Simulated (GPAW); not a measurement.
Here is a GPAW 26.7.0 calculation.

run.py

```python
import json
import numpy as np
from ase import Atoms
from ase.constraints import FixSymmetry
from ase.filters import FrechetCellFilter
from ase.io import read, write
from ase.optimize import BFGS
from phonopy import Phonopy
from phonopy.structure.atoms import PhonopyAtoms
from gpaw import GPAW, PW

atoms = read('POSCAR')

calc = GPAW(mode=PW(800),
            xc='PBE',
            kpts={'size': (5, 5, 4), 'gamma': True},
            occupations={'name': 'fermi-dirac', 'width': 0.05},
            nbands=43,
            convergence={'density': 1e-06, 'eigenstates': 1e-09},
            maxiter=150,
            txt='gpaw.txt')
atoms.calc = calc
atoms.set_constraint(FixSymmetry(atoms))
BFGS(FrechetCellFilter(atoms), trajectory='relax.traj', logfile='-').run(fmax=0.005, steps=40)
atoms.set_constraint()
energy = atoms.get_potential_energy()
forces = atoms.get_forces()
stress = atoms.get_stress()
calc.write('gs.gpw')
write('result.traj', atoms)
print('Cell:', atoms.cell.cellpar().round(4))
print(atoms.get_scaled_positions().round(5))

def force_constants(scale):
    unit = PhonopyAtoms(symbols=atoms.get_chemical_symbols(), cell=atoms.cell[:] * scale**(1 / 3),
                        scaled_positions=atoms.get_scaled_positions())
    ph = Phonopy(unit, supercell_matrix=np.diag([1, 1, 1]), primitive_matrix=np.eye(3), symprec=1e-4)
    ph.generate_displacements(distance=0.01)
    forces = []
    for i, sc in enumerate(ph.supercells_with_displacements):
        a = Atoms(sc.symbols, cell=sc.cell, scaled_positions=sc.scaled_positions, pbc=True)
        c = GPAW(mode=PW(680),
                 xc='PBE',
                 kpts={'size': (5, 5, 4), 'gamma': True},
                 occupations={'name': 'fermi-dirac', 'width': 0.05},
                 nbands=43,
                 convergence={'density': 1e-06, 'eigenstates': 1e-09},
                 maxiter=150,
                 txt=f'disp-{scale:.3f}-{i:02d}.txt')
        a.calc = c
        f = a.get_forces()
        forces.append(f - f.mean(axis=0))
        print(f'displacement {i}: drift', f.mean(axis=0).round(5), flush=True)
    ph.forces = forces
    ph.produce_force_constants()
    ph.symmetrize_force_constants()
    return ph

qpoints = [[0.0, 0.0, 0.0]]
results = {}
for scale in [1.0]:
    ph = force_constants(scale)
    ph.run_qpoints(qpoints)
    nu = ph.qpoints.frequencies * 33.35641  # THz to cm^-1
    results[f'{scale:.3f}'] = nu.tolist()
    for qp, f in zip(qpoints, nu):
        print(scale, np.round(qp, 4), f.round(2))
json.dump(results, open('phonons.json', 'w'))
```

The input POSCAR:

```
HfTaNO3
1.0
    3.5234550000      0.0000000000      0.0000000000
    0.0000000000      3.5895890000      0.0000000000
    0.0000000000      0.0000000000      5.2942510000
Ta Hf O N
1 1 3 1
Direct
    0.5000000000      0.5000000000      0.7606720000
    0.0000000000      0.0000000000      0.2380670000
    0.0000000000      0.5000000000      0.0592110000
    0.5000000000      0.0000000000      0.4383620000
    0.0000000000      0.5000000000      0.5746100000
    0.5000000000      0.0000000000      0.9290780000
```

Potentials or basis: GPAW PAW data sets (gpaw-data 1.2.1), pw.

Run with:

```console
$ OMP_NUM_THREADS=1 python run.py
```

(1) Estimate the highest phonon frequency at Γ, LO-TO splitting left out.

(2) Predict the most unstable mode.

(3) Predict the relaxed cell.

## Answers

(1) 734 cm⁻¹.

(2) 140i cm⁻¹.

(3) a = 3.521 Å, b = 3.597 Å, c = 5.283 Å, α = 90.00°, β = 90.00°, γ = 90.00°.

Caveat: some modes are imaginary; the LO-TO splitting is left out.
